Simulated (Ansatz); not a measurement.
# BH2Se radical (SMILES B[Se]): functionals against CCSD(T) at one geometry

How do the functionals fare away from a minimum? The structure is a structure displaced at random from a GFN2-xTB minimum.

Method: single points in def2-TZVPP; program: Ansatz 0.2.0, Gaussian basis.

Correlated methods freeze the cores. Filled d shells of the heavier atoms are correlated. Orbitals are unrestricted.

## (1) Where the work starts

SMILES `B[Se]`, 4 atoms, charge 0, spin multiplicity 2.

Atoms are counted from 1 here; the program's logs count them from 0.

Bond lengths: B1–Se2 1.969 Å, B1–H3 1.090 Å, B1–H4 1.255 Å. Angles: Se2–B1–H3 125.5°, Se2–B1–H4 115.1°, H3–B1–H4 118.2°.

Geometry (Å):

```xyz
4
BH2Se
B    -0.2110    0.0284    0.0109
Se    1.5705   -0.3021    0.7813
H    -1.0904   -0.5989    0.1591
H    -0.2479    0.8979   -0.8931
```

## (2) CCSD(T)/def2-TZVPP

File run/in.yaml:

```yaml
crystal:
  periodic: [false, false, false]
  atoms:
    - {symbol: B, position_ang: [-0.211000, 0.028400, 0.010900]}
    - {symbol: Se, position_ang: [1.570500, -0.302100, 0.781300]}
    - {symbol: H, position_ang: [-1.090400, -0.598900, 0.159100]}
    - {symbol: H, position_ang: [-0.247900, 0.897900, -0.893100]}
basis:
  gaussian: {orbitals: def2-TZVPP}
magnetization: {spin_polarized: true, initial_magnetization: 1}
correlation: {method: ccsd_t}
scf: {omitted_lower_state_checks: [cluster_reference]}
output: {forces: true}
```

No record of the launch command was kept for these runs.

## (3) PBE0-D4/def2-TZVPP

Edit run/in.yaml of step 2 so:

```diff
@@ -10,4 +10,3 @@
 magnetization: {spin_polarized: true, initial_magnetization: 1}
-correlation: {method: ccsd_t}
-scf: {omitted_lower_state_checks: [cluster_reference]}
-output: {forces: true}
+hamiltonian: {xc: pbe0, dispersion: d4}
+output: {forces: true, orbitals: {seedname: orbitals}}
```

## (4) wB97M-V/def2-TZVPP

Edit run/in.yaml of step 3 so:

```diff
@@ -10,3 +10,3 @@
 magnetization: {spin_polarized: true, initial_magnetization: 1}
-hamiltonian: {xc: pbe0, dispersion: d4}
-output: {forces: true, orbitals: {seedname: orbitals}}
+hamiltonian: {xc: {name: wB97M-V}}
+output: {forces: true}
```

## (5) r2SCAN-D4/def2-TZVPP

Edit run/in.yaml of step 4 so:

```diff
@@ -10,3 +10,3 @@
 magnetization: {spin_polarized: true, initial_magnetization: 1}
-hamiltonian: {xc: {name: wB97M-V}}
+hamiltonian: {xc: r2scan, dispersion: d4}
 output: {forces: true}
```

## (6) PBE-D4/def2-TZVPP

Edit run/in.yaml of step 5 so:

```diff
@@ -10,3 +10,3 @@
 magnetization: {spin_polarized: true, initial_magnetization: 1}
-hamiltonian: {xc: r2scan, dispersion: d4}
+hamiltonian: {xc: pbe, dispersion: d4}
 output: {forces: true}
```

## (7) r2SCAN0-D4/def2-TZVPP

Edit run/in.yaml of step 6 so:

```diff
@@ -10,3 +10,3 @@
 magnetization: {spin_polarized: true, initial_magnetization: 1}
-hamiltonian: {xc: pbe, dispersion: d4}
+hamiltonian: {xc: {name: r2SCAN0}, dispersion: d4}
 output: {forces: true}
```

## (8) wB97X-V/def2-TZVPP

Edit run/in.yaml of step 7 so:

```diff
@@ -10,3 +10,3 @@
 magnetization: {spin_polarized: true, initial_magnetization: 1}
-hamiltonian: {xc: {name: r2SCAN0}, dispersion: d4}
+hamiltonian: {xc: {name: wB97X-V}}
 output: {forces: true}
```

(Steps that only read results are left out.)

Before running it: what results should come out? Wanted: energy less free atoms, CCSD(T)/def2-TZVPP; RMS force component; RMS force error; HOMO and LUMO, PBE0-D4; T1 diagnostic.

The runs gave:

| quantity | value |
| --- | --- |
| energy less free atoms, CCSD(T)/def2-TZVPP | -1092.3 kJ/mol |
| RMS force component | 1.693 to 1.757 eV/Å over the methods |
| RMS force error | PBE0-D4 0.108, wB97M-V 0.073, r2SCAN-D4 0.124, PBE-D4 0.189, r2SCAN0-D4 0.095, wB97X-V 0.073 eV/Å |
| HOMO and LUMO, PBE0-D4 | -7.61 and -4.26 eV |
| T1 diagnostic | 0.016 |

What this shows: Against CCSD(T) the functionals' energies less atoms differ by -56.3 to -31.9 kJ/mol, PBE-D4 by -56.3 kJ/mol. A larger basis would deepen the CCSD(T) value, while the functionals are nearly converged already, so the order here is not reliable. For forces wB97M-V does best and PBE-D4 worst. Frozen-core CCSD(T) forces in triple zeta carry basis errors of their own, and this is one geometry, so small gaps rank nothing.
